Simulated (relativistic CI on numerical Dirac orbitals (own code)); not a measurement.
# Mo²⁺: M2,3 absorption multiplets

Aim: the M2,3 absorption spectrum of Mo²⁺ in 4 surroundings, from the same atomic integrals.

Program: relativistic CI on numerical Dirac orbitals (own code) version 1. Level of theory: Dirac-Coulomb-Breit CI, KLI orbitals optimised for each configuration, model QED (radiative potential, 1s self-energy scaled to tabulated hydrogen-like ionisation energies), multiplet model of core-to-valence dipole absorption in a parametric crystal field. These are calculated values, not measurements, unless marked.

## (1) Starting point

- ion: Mo²⁺ (Mo III)
- nuclear charge: 42
- electrons: 40
- configurations: [Kr] 4d4 → [Ne] 3s2 3p5 3d10 4s2 4p6 4d5
- magnetising field for the dichroism, Lz and Sz: exchange field 10 meV on Sz; these come from the lowest magnetised state alone (0 K)
- temperature of the isotropic spectrum: 300 K
- widths: Lorentz 2 eV, Gauss 0.4 eV
- surrounding 1: D3d, 10Dq = 15050, Dsigma = 170, Dtau = -270 cm⁻¹
- surrounding 2: D3d, 10Dq = 15050, Dsigma = 510, Dtau = -270 cm⁻¹
- surrounding 3: D3d, 10Dq = 15050, Dsigma = 860, Dtau = -270 cm⁻¹
- surrounding 4: D3d, 10Dq = 15050, Dsigma = 1200, Dtau = -270 cm⁻¹

## (2) Surrounding 1: D3d, 10Dq = 15050, Dsigma = 170, Dtau = -270

Input settings:

```ini
atom Mo  Z=42  charge=2  electrons=40
nucleus A=98  rms_radius_fm=4.4091
hamiltonian dirac-coulomb  breit=on  qed=on  c_scale=1
orbitals kli  potential=per-configuration
slater_scale 1
correlation none
mixing on
configurations
  [Kr] 4d4
  [Ne] 3s2 3p5 3d10 4s2 4p6 4d5
end
absorption M2,3 T=300 lorentz=2 gauss=0.4
crystal_field D3d 10Dq=15050 Dsigma=170 Dtau=-270
```

From the run's result record (rounded, not every field):

```text
status: converged
curve, one point in 4 above 2 % of the maximum [energy, isotropic, mcd, ld] [eV; bohr^2/eV]:
  - [389.25, 1.729e-05, -3.262e-07, -2.515e-06]
  - [390.25, 2.181e-05, -4.133e-07, -3.256e-06]
  - [391.25, 2.846e-05, -5.201e-07, -4.365e-06]
  - [392.25, 3.882e-05, -6.344e-07, -6.125e-06]
  - [393.25, 5.636e-05, -6.891e-07, -9.15e-06]
  - [394.25, 8.992e-05, -3.864e-07, -1.496e-05]
  - [395.25, 0.0001666, 1.883e-06, -2.819e-05]
  - [396.25, 0.000363, 2.185e-05, -7.259e-05]
  - [397.25, 0.0007, -5.612e-05, -0.0001393]
  - [398.25, 0.0008413, -5.802e-05, -9.648e-05]
  - [399.25, 0.0006768, -0.0001025, -0.000116]
  - [400.25, 0.0004303, 1.032e-05, -7.6e-05]
  - [401.25, 0.000248, 4.486e-05, 6.518e-06]
  - [402.25, 0.0001478, 3.048e-05, 4.219e-06]
  - [403.25, 8.524e-05, 1.383e-05, 1.123e-07]
  - [404.25, 5.346e-05, 6.14e-06, -1.7e-06]
  - [405.25, 3.781e-05, 2.787e-06, -1.449e-06]
  - [406.25, 2.945e-05, 1.563e-06, -7.535e-07]
  - [407.25, 2.478e-05, 9.961e-07, -5.418e-08]
  - [408.25, 2.247e-05, 5.96e-07, 7.865e-07]
  - [409.25, 2.214e-05, 1.388e-07, 1.887e-06]
  - [410.25, 2.411e-05, -7.203e-07, 3.527e-06]
  - [411.25, 2.991e-05, -2.854e-06, 6.368e-06]
  - [412.25, 4.452e-05, -9.262e-06, 1.233e-05]
  - [413.25, 8.525e-05, -3.187e-05, 2.822e-05]
  - [414.25, 0.0001628, -7.133e-05, 6.51e-05]
  - [415.25, 0.0001948, 3.928e-05, 6.549e-05]
  - [416.25, 0.0002266, 0.0001154, 6.614e-05]
  - "... 6 more rows left out ..."
sticks, the strongest [energy, strength] [eV, bohr^2]:
  - [396.96, 6.628e-05]
  - [396.98, 8.787e-05]
  - [397.54, 6.743e-05]
  - [397.6, 0.0001006]
  - [397.62, 6.296e-05]
  - [397.71, 9.234e-05]
  - [397.72, 7.31e-05]
  - [397.84, 0.0001038]
  - [397.89, 6.194e-05]
  - [398.12, 8.113e-05]
  - [398.14, 7.667e-05]
  - [399.06, 6.406e-05]
  - [414.39, 0.0001084]
  - [414.4, 6.178e-05]
total [bohr^2]: 0.00569893
centroid [eV]: 402.814
radial 3p6 4d4 [Ha, bohr]: {"<r^-3>(4d)": 4.2592, "<r^1>(4d)": 1.7231, "<r^2>(4d)": 3.525, "<r^4>(4d)": 22.761, "F2(4d,4d)": 0.26347, "F4(4d,4d)": 0.17147, "zeta(4d)": 0.0029021}
radial 3p5 4d5 [Ha, bohr]: {"<r^-3>(3p)": 408.08, "<r^1>(3p)": 0.42592, "<r^2>(3p)": 0.21094, "<r^4>(3p)": 0.072157, "zeta(3p)": 0.43501, "<r^-3>(4d)": 4.9709, "<r^1>(4d)": 1.6202, "<r^2>(4d)": 3.1143, "<r^4>(4d)": 17.72, "F2(4d,4d)": 0.28029, "F4(4d,4d)": 0.18287, "F2(3p,4d)": 0.13393, "G1(3p,4d)": 0.028763, "G3(3p,4d)": 0.028439, "zeta(4d)": 0.0035336}
ground_degeneracy: 1
ground_Lz: 0.20136
ground_Sz: -1.72655
ground_S: 1.95508
core_spin_orbit_splitting [eV]: 17.8845
branching_ratio: 0.758025
edge_boundary [eV]: 410.058
mcd_integrals: [-0.00565655, 0.0211927]
```

Run time: 3 s. Hardware: 1 thread, shared host.

## (3) Surrounding 2: D3d, 10Dq = 15050, Dsigma = 510, Dtau = -270

The settings differ from step 2 so:

```diff
@@ -12,2 +12,2 @@
 absorption M2,3 T=300 lorentz=2 gauss=0.4
-crystal_field D3d 10Dq=15050 Dsigma=170 Dtau=-270
+crystal_field D3d 10Dq=15050 Dsigma=510 Dtau=-270
```

Main fields:

```text
status: converged
curve, one point in 6 above 2 % of the maximum [energy, isotropic, mcd, ld] [eV; bohr^2/eV]:
  - [389.25, 1.729e-05, -3.517e-09, -2.776e-06]
  - [390.75, 2.479e-05, 5.017e-08, -4.113e-06]
  - [392.25, 3.88e-05, 3.069e-07, -6.668e-06]
  - [393.75, 7.008e-05, 1.524e-06, -1.25e-05]
  - [395.25, 0.0001661, 9.068e-06, -3.073e-05]
  - [396.75, 0.0005215, 5.028e-05, -0.000121]
  - [398.25, 0.0008423, -6.073e-05, -0.0001015]
  - [399.75, 0.0005655, -7.048e-05, -0.0001525]
  - [401.25, 0.0002478, 3.871e-05, 3.595e-07]
  - [402.75, 0.0001115, 1.998e-05, -2.015e-07]
  - [404.25, 5.356e-05, 6.023e-06, -2.412e-06]
  - [405.75, 3.305e-05, 2.177e-06, -1.709e-06]
  - [407.25, 2.477e-05, 1.321e-06, -4.838e-07]
  - [408.75, 2.203e-05, 9.45e-07, 9.893e-07]
  - [410.25, 2.404e-05, 2.576e-07, 3.303e-06]
  - [411.75, 3.53e-05, -3.049e-06, 8.486e-06]
  - [413.25, 8.436e-05, -2.508e-05, 2.729e-05]
  - [414.75, 0.000179, -2.589e-05, 7.307e-05]
  - [416.25, 0.0002271, 0.0001246, 7.312e-05]
  - [417.75, 0.0001722, 0.0001362, 5.27e-05]
  - [419.25, 9.313e-05, 5.083e-05, -2.044e-05]
  - [420.75, 3.976e-05, 1.592e-05, -5.8e-06]
  - [422.25, 1.862e-05, 7.64e-06, -3.02e-07]
sticks, the strongest [energy, strength] [eV, bohr^2]:
  - [396.99, 8.9e-05]
  - [397.59, 0.0001142]
  - [397.6, 8.013e-05]
  - [397.63, 6.845e-05]
  - [397.72, 8.905e-05]
  - [397.84, 9.138e-05]
  - [398.13, 7.754e-05]
  - [414.41, 0.0001041]
total [bohr^2]: 0.00569923
centroid [eV]: 402.811
ground_degeneracy: 1
ground_Lz: 0.298882
ground_Sz: -1.79074
ground_S: 1.96095
core_spin_orbit_splitting [eV]: 17.8845
branching_ratio: 0.758378
edge_boundary [eV]: 410.092
mcd_integrals: [-0.00450892, 0.027376]
```

Wall time 3 s (1 thread, shared host).

## (4) Surrounding 3: D3d, 10Dq = 15050, Dsigma = 860, Dtau = -270

The settings differ from step 3 so:

```diff
@@ -12,2 +12,2 @@
 absorption M2,3 T=300 lorentz=2 gauss=0.4
-crystal_field D3d 10Dq=15050 Dsigma=510 Dtau=-270
+crystal_field D3d 10Dq=15050 Dsigma=860 Dtau=-270
```

Main fields:

```text
status: converged
curve, one point in 6 above 2 % of the maximum [energy, isotropic, mcd, ld] [eV; bohr^2/eV]:
  - [389.25, 1.73e-05, 4.285e-07, -2.988e-06]
  - [390.75, 2.481e-05, 7.272e-07, -4.399e-06]
  - [392.25, 3.881e-05, 1.512e-06, -7.082e-06]
  - [393.75, 7.004e-05, 4.166e-06, -1.32e-05]
  - [395.25, 0.0001656, 1.743e-05, -3.255e-05]
  - [396.75, 0.0005232, 7.982e-05, -0.0001212]
  - [398.25, 0.0008432, -5.73e-05, -0.0001059]
  - [399.75, 0.0005668, -8.706e-05, -0.0001859]
  - [401.25, 0.0002476, 3.307e-05, -6.882e-06]
  - [402.75, 0.0001118, 1.992e-05, -2.591e-06]
  - [404.25, 5.381e-05, 6.075e-06, -3.083e-06]
  - [405.75, 3.312e-05, 2.44e-06, -2.329e-06]
  - [407.25, 2.478e-05, 1.716e-06, -9.384e-07]
  - [408.75, 2.199e-05, 1.56e-06, 6.261e-07]
  - [410.25, 2.393e-05, 1.319e-06, 2.951e-06]
  - [411.75, 3.498e-05, -7.569e-07, 7.94e-06]
  - [413.25, 8.297e-05, -1.733e-05, 2.533e-05]
  - [414.75, 0.0001784, -1.655e-05, 7.412e-05]
  - [416.25, 0.0002268, 0.0001308, 7.948e-05]
  - [417.75, 0.0001722, 0.0001514, 4.736e-05]
  - [419.25, 9.307e-05, 6.486e-05, -2.464e-05]
  - [420.75, 3.994e-05, 2.025e-05, -7.014e-06]
  - [422.25, 1.866e-05, 9.323e-06, -7.293e-07]
sticks, the strongest [energy, strength] [eV, bohr^2]:
  - [397.01, 9.119e-05]
  - [397.56, 6.591e-05]
  - [397.57, 0.0001439]
  - [397.73, 0.0001312]
  - [397.82, 9.665e-05]
  - [397.85, 7.021e-05]
  - [398.12, 7.985e-05]
  - [398.15, 0.0001007]
total [bohr^2]: 0.00570014
centroid [eV]: 402.798
ground_degeneracy: 1
ground_Lz: 0.408705
ground_Sz: -1.83839
ground_S: 1.96558
core_spin_orbit_splitting [eV]: 17.8845
branching_ratio: 0.759285
edge_boundary [eV]: 410.099
mcd_integrals: [-0.00198029, 0.0333067]
```

Wall time 3 s (1 thread, shared host).

## (5) Surrounding 4: D3d, 10Dq = 15050, Dsigma = 1200, Dtau = -270

The settings differ from step 4 so:

```diff
@@ -12,2 +12,2 @@
 absorption M2,3 T=300 lorentz=2 gauss=0.4
-crystal_field D3d 10Dq=15050 Dsigma=860 Dtau=-270
+crystal_field D3d 10Dq=15050 Dsigma=1200 Dtau=-270
```

Main fields:

```text
status: converged
curve, one point in 6 above 2 % of the maximum [energy, isotropic, mcd, ld] [eV; bohr^2/eV]:
  - [389.25, 1.732e-05, 9.127e-07, -3.143e-06]
  - [390.75, 2.484e-05, 1.477e-06, -4.598e-06]
  - [392.25, 3.885e-05, 2.82e-06, -7.348e-06]
  - [393.75, 7.005e-05, 6.944e-06, -1.36e-05]
  - [395.25, 0.0001652, 2.581e-05, -3.344e-05]
  - [396.75, 0.000526, 0.0001101, -0.0001183]
  - [398.25, 0.0008439, -4.739e-05, -0.0001106]
  - [399.75, 0.0005684, -0.0001033, -0.0002148]
  - [401.25, 0.0002476, 2.854e-05, -1.494e-05]
  - [402.75, 0.0001121, 2.02e-05, -5.324e-06]
  - [404.25, 5.413e-05, 6.28e-06, -3.689e-06]
  - [405.75, 3.321e-05, 2.769e-06, -2.922e-06]
  - [407.25, 2.479e-05, 2.13e-06, -1.398e-06]
  - [408.75, 2.194e-05, 2.161e-06, 2.365e-07]
  - [410.25, 2.379e-05, 2.319e-06, 2.529e-06]
  - [411.75, 3.456e-05, 1.395e-06, 7.223e-06]
  - [413.25, 8.12e-05, -9.9e-06, 2.283e-05]
  - [414.75, 0.0001776, -8.161e-06, 7.344e-05]
  - [416.25, 0.0002259, 0.000134, 8.484e-05]
  - [417.75, 0.0001724, 0.0001649, 4.083e-05]
  - [419.25, 9.306e-05, 7.731e-05, -2.815e-05]
  - [420.75, 4.018e-05, 2.416e-05, -8.186e-06]
  - [422.25, 1.874e-05, 1.082e-05, -1.136e-06]
sticks, the strongest [energy, strength] [eV, bohr^2]:
  - [397.02, 0.0001437]
  - [397.55, 8.4e-05]
  - [397.73, 0.0001724]
  - [397.81, 7.575e-05]
  - [398.11, 6.033e-05]
  - [398.16, 8.238e-05]
  - [399.12, 6.742e-05]
  - [414.45, 0.0001024]
total [bohr^2]: 0.00570156
centroid [eV]: 402.778
ground_degeneracy: 1
ground_Lz: 0.5185
ground_Sz: -1.87009
ground_S: 1.96886
core_spin_orbit_splitting [eV]: 17.8845
branching_ratio: 0.760654
edge_boundary [eV]: 410.828
mcd_integrals: [0.00154076, 0.0384072]
```

It took 3 s on 1 thread, shared host.

## (6) The spectra side by side

| surrounding | ground S | Lz (0 K) | Sz (0 K) | centroid (eV) | share of the lower edge | up to four highest peaks (% of the highest), eV |
| --- | --- | --- | --- | --- | --- | --- |
| 1: D3d | 1.96 | 0.20 | -1.73 | 402.81 | 0.758 | 398.0 (100), 416.2 (26) |
| 2: D3d | 1.96 | 0.30 | -1.79 | 402.81 | 0.758 | 398.0 (100), 416.2 (26) |
| 3: D3d | 1.97 | 0.41 | -1.84 | 402.80 | 0.759 | 398.0 (100), 416.2 (26) |
| 4: D3d | 1.97 | 0.52 | -1.87 | 402.78 | 0.761 | 398.0 (100), 416.2 (26) |

## (7) Outcome

| quantity | value |
| --- | --- |
| highest peak, first run | 398.0 eV |
| ground spin (effective S from ⟨S²⟩) | 1.96 |
| share of the lower edge | 0.758 to 0.761 |
| core spin-orbit splitting (without Breit) | 17.88 eV |

What this shows: The lower edge takes 0.76 of the intensity in surrounding 1, above the statistical 0.67. The highest peak stays in place, within the step of the energy grid, in all surroundings. Edge positions are free-ion values and differ from those in solids by a few eV or more.
